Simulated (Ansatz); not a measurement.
Task: a single point from an input written key by key of AlClH3NOSi, SMILES O[SiH]1[NH][Al]1[Cl], with Ansatz 0.2.0 through its Python package. Give the script and its output. Level of theory: B3LYP, def2-SVP basis, multiplicity 1.

```yaml
atoms:
  - { symbol: O, position_ang: [-0.6392, 1.0097, 1.5729] }
  - { symbol: Si, position_ang: [0.4441, 0.5145, 0.3918] }
  - { symbol: N, position_ang: [0.3796, -1.2802, 0.2790] }
  - { symbol: Al, position_ang: [-0.3832, -0.7350, -1.3312] }
  - { symbol: Cl, position_ang: [-2.0779, -0.9941, -2.8269] }
  - { symbol: H, position_ang: [-0.8934, 2.0021, 1.2947] }
  - { symbol: H, position_ang: [1.8541, 1.0046, 0.5537] }
  - { symbol: H, position_ang: [1.4081, -1.5786, 0.0103] }
```

The script, `alclh3nosi.py`:
```python
'''Run AlClH3NOSi from an input written out key by key.'''

import ansatz as az

DECK = '''
crystal:
  periodic: [false, false, false]
  atoms:
    - { symbol: O, position_ang: [-0.6392, 1.0097, 1.5729] }
    - { symbol: Si, position_ang: [0.4441, 0.5145, 0.3918] }
    - { symbol: 'N', position_ang: [0.3796, -1.2802, 0.279] }
    - { symbol: Al, position_ang: [-0.3832, -0.735, -1.3312] }
    - { symbol: Cl, position_ang: [-2.0779, -0.9941, -2.8269] }
    - { symbol: H, position_ang: [-0.8934, 2.0021, 1.2947] }
    - { symbol: H, position_ang: [1.8541, 1.0046, 0.5537] }
    - { symbol: H, position_ang: [1.4081, -1.5786, 0.0103] }
basis:
  gaussian:
    orbitals: def2-SVP
    point_charges: [{ charge: -1.0, position_ang: [0.0, 0.0, 4.07] }]
hamiltonian:
  xc: b3lyp
'''

session = az.Session.from_yaml(DECK)
r = session.plan(threads=1).execute().report

print(f'E = {r["free_energy_ev"]:.6f} eV = {r["free_energy_ev"] / 27.211386246:.7f} Ha')
print('converged:', r['converged'], ' doubts:', r['published_state_doubts'] or 'none')
symbols = ['O', 'Si', 'N', 'Al', 'Cl', 'H', 'H', 'H']
```

```console
$ python alclh3nosi.py
E = -30574.440674 eV = -1123.5899707 Ha
converged: True  doubts: none
```

Notes:
- These settings explore the input space; basis and method may be short of convergence.
- The geometry is a force-field or estimated start, not a minimum of this method, and the basis set is short of its limit.
- b3lyp holds the VWN-RPA fit, as in Gaussian; the form of ORCA and Turbomole is b3lyp5.
- Wall time of the script: 2 s on 1 thread of Intel(R) Xeon(R) 6975P-C (Granite Rapids) (shared host), peak memory 0.24 GiB.

(Lines on the test bed's own set-up are left out of the output.)
